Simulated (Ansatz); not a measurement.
**C34H30S6Si2: structure and electronic state**

What does C34H30S6Si2 look like as a singlet, and where do its frontier electrons sit?

The runs use Ansatz 0.2.0, Gaussian basis; RKS PBE0-D4/def2-SVP.

Plan: relaxation at PBE-D4/def2-SVP; a single point at PBE0-D4/def2-SVP.

## Step 1: The starting structure

SMILES `C[Si](C)(C)C#Cc1ccc(-c2ccc(-c3ccc(-c4ccc(-c5ccc(-c6ccc(C#C[Si](C)(C)C)s6)s5)s4)s3)s2)s1`, 72 atoms, charge 0, spin multiplicity 1.

Atoms are counted from 1 here; the program's logs count them from 0.

Bond lengths: C1–Si2 1.906 Å, C1–H43 1.086 Å, C1–H44 1.086 Å, C1–H45 1.086 Å, Si2–C3 1.906 Å, Si2–C4 1.906 Å, Si2–C5 1.857 Å, C3–H46 1.086 Å, C3–H47 1.086 Å, C3–H48 1.086 Å, C4–H49 1.086 Å, C4–H50 1.086 Å, C4–H51 1.087 Å, C5–C6 1.212 Å, C6–C7 1.394 Å, C7–C8 1.374 Å, C7–S42 1.743 Å, C8–C9 1.398 Å and more. Angles: Si2–C1–H43 111.5°, Si2–C1–H44 111.1°, Si2–C1–H45 111.1°, H43–C1–H44 107.7°, H43–C1–H45 107.7°, H44–C1–H45 107.5°, C1–Si2–C3 110.8°, C1–Si2–C4 110.5°, C1–Si2–C5 107.5°, C3–Si2–C4 110.6°, C3–Si2–C5 108.0°, C4–Si2–C5 109.3°, Si2–C3–H46 111.3°, Si2–C3–H47 111.1°, Si2–C3–H48 111.4°, H46–C3–H47 107.6°, H46–C3–H48 107.6°, H47–C3–H48 107.7° and more.

The start is a GFN2-xTB geometry.

## Step 2: Optimising with PBE-D4/def2-SVP

File in.yaml:

```yaml
crystal:
  periodic: [false, false, false]
  atoms:
    - {symbol: C, position_ang: [-15.670390, -0.756800, 1.241090]}
    - {symbol: Si, position_ang: [-15.024160, 0.610200, 0.080350]}
    - {symbol: C, position_ang: [-15.613220, 2.327100, 0.661280]}
    - {symbol: C, position_ang: [-15.581350, 0.281350, -1.712140]}
    - {symbol: C, position_ang: [-13.169370, 0.582740, 0.161570]}
    - {symbol: C, position_ang: [-11.961240, 0.568790, 0.258790]}
    - {symbol: C, position_ang: [-10.570710, 0.553720, 0.357350]}
    - {symbol: C, position_ang: [-9.800620, 0.843060, 1.458270]}
    - {symbol: C, position_ang: [-8.427870, 0.740610, 1.213480]}
    - {symbol: C, position_ang: [-8.129290, 0.371380, -0.077980]}
    - {symbol: C, position_ang: [-6.852640, 0.182940, -0.675900]}
    - {symbol: C, position_ang: [-6.574370, -0.126720, -1.988180]}
    - {symbol: C, position_ang: [-5.209310, -0.223170, -2.261060]}
    - {symbol: C, position_ang: [-4.412740, 0.002410, -1.159320]}
    - {symbol: C, position_ang: [-2.991710, -0.024750, -1.093220]}
    - {symbol: C, position_ang: [-2.099650, -0.083260, -2.142740]}
    - {symbol: C, position_ang: [-0.765350, -0.111290, -1.736330]}
    - {symbol: C, position_ang: [-0.607480, -0.082530, -0.368780]}
    - {symbol: C, position_ang: [0.600170, -0.137020, 0.376050]}
    - {symbol: C, position_ang: [0.753530, -0.238080, 1.740750]}
    - {symbol: C, position_ang: [2.085800, -0.320880, 2.146720]}
    - {symbol: C, position_ang: [2.981290, -0.274390, 1.099510]}
    - {symbol: C, position_ang: [4.400840, -0.348240, 1.163950]}
    - {symbol: C, position_ang: [5.177910, -0.693680, 2.248350]}
    - {symbol: C, position_ang: [6.546600, -0.678980, 1.976980]}
    - {symbol: C, position_ang: [6.848090, -0.315020, 0.684080]}
    - {symbol: C, position_ang: [8.135810, -0.186420, 0.094050]}
    - {symbol: C, position_ang: [8.462510, 0.242000, -1.172050]}
    - {symbol: C, position_ang: [9.839030, 0.251970, -1.417270]}
    - {symbol: C, position_ang: [10.584030, -0.169750, -0.342030]}
    - {symbol: C, position_ang: [11.971540, -0.272570, -0.251000]}
    - {symbol: C, position_ang: [13.176810, -0.365070, -0.159800]}
    - {symbol: Si, position_ang: [15.027810, -0.499530, -0.092790]}
    - {symbol: C, position_ang: [15.636430, -0.727130, -1.884560]}
    - {symbol: C, position_ang: [15.499900, -2.003880, 0.977140]}
    - {symbol: C, position_ang: [15.735260, 1.100310, 0.664380]}
    - {symbol: S, position_ang: [9.563460, -0.589640, 1.007140]}
    - {symbol: S, position_ang: [5.395770, 0.006440, -0.220710]}
    - {symbol: S, position_ang: [2.148000, -0.126150, -0.421880]}
    - {symbol: S, position_ang: [-2.152250, -0.004170, 0.431600]}
    - {symbol: S, position_ang: [-5.383710, 0.344940, 0.245040]}
    - {symbol: S, position_ang: [-9.579630, 0.143210, -1.015870]}
    - {symbol: H, position_ang: [-16.755980, -0.792490, 1.247130]}
    - {symbol: H, position_ang: [-15.310390, -1.734080, 0.933770]}
    - {symbol: H, position_ang: [-15.339150, -0.592600, 2.262020]}
    - {symbol: H, position_ang: [-15.223660, 3.114040, 0.022690]}
    - {symbol: H, position_ang: [-15.280600, 2.532410, 1.674120]}
    - {symbol: H, position_ang: [-16.696860, 2.399500, 0.648970]}
    - {symbol: H, position_ang: [-15.203330, 1.039750, -2.391260]}
    - {symbol: H, position_ang: [-15.226910, -0.682390, -2.065650]}
    - {symbol: H, position_ang: [-16.665370, 0.282010, -1.789320]}
    - {symbol: H, position_ang: [-10.227710, 1.121290, 2.405030]}
    - {symbol: H, position_ang: [-7.666520, 0.933720, 1.948640]}
    - {symbol: H, position_ang: [-7.346670, -0.276840, -2.722270]}
    - {symbol: H, position_ang: [-4.812520, -0.460780, -3.231130]}
    - {symbol: H, position_ang: [-2.406510, -0.097320, -3.172470]}
    - {symbol: H, position_ang: [0.071860, -0.158320, -2.410390]}
    - {symbol: H, position_ang: [-0.085910, -0.256990, 2.413310]}
    - {symbol: H, position_ang: [2.389400, -0.403200, 3.174590]}
    - {symbol: H, position_ang: [4.764020, -0.961970, 3.203180]}
    - {symbol: H, position_ang: [7.305400, -0.924660, 2.698910]}
    - {symbol: H, position_ang: [7.718760, 0.540230, -1.889780]}
    - {symbol: H, position_ang: [10.286800, 0.558620, -2.345780]}
    - {symbol: H, position_ang: [15.346570, 0.115110, -2.505610]}
    - {symbol: H, position_ang: [15.213270, -1.622410, -2.330160]}
    - {symbol: H, position_ang: [16.718030, -0.815010, -1.930670]}
    - {symbol: H, position_ang: [16.578610, -2.119580, 1.035510]}
    - {symbol: H, position_ang: [15.124580, -1.900890, 1.990770]}
    - {symbol: H, position_ang: [15.092170, -2.923330, 0.568250]}
    - {symbol: H, position_ang: [16.819810, 1.064550, 0.715860]}
    - {symbol: H, position_ang: [15.461510, 1.970090, 0.075000]}
    - {symbol: H, position_ang: [15.363750, 1.257440, 1.672420]}
basis:
  gaussian: {orbitals: def2-SVP, fitting: {mean_field: def2-universal-jkfit}}
hamiltonian: {xc: pbe, dispersion: d4}
scf: {lower_state_search: "off"}
output: {orbitals: {seedname: orbitals}}
relax: {f_tol: 0.03, max_steps: 70}
```

Launch:

```console
$ ansatz run in.yaml --threads 4 --pin off --events-out ev --progress --plain --max-ram 46080MiB --backend cuda --devices 0, --max-vram 37GiB
```

Further steps of the session: Single point, PBE0-D4/def2-SVP.

**Question.** What will the summary of the whole plan be? Wanted: point group; commonest bond, hydrogen aside; HOMO, LUMO at PBE0-D4/def2-SVP; dipole at PBE-D4/def2-SVP.

As calculated:

| quantity | value |
| --- | --- |
| point group | C1 |
| commonest bond, hydrogen aside | C–C, 27 of mean length 1.398 Å |
| HOMO, LUMO at PBE0-D4/def2-SVP | -5.21, -2.57 eV |
| dipole at PBE-D4/def2-SVP | 0.09 D |

What this shows: The molecule keeps its bonding pattern by the stored test; the atoms moved 0.12 Å (rms). No usable vibrations, so a minimum isn't proven. The point group is read from a loosely relaxed geometry; soft torsions can leave it below the true symmetry.
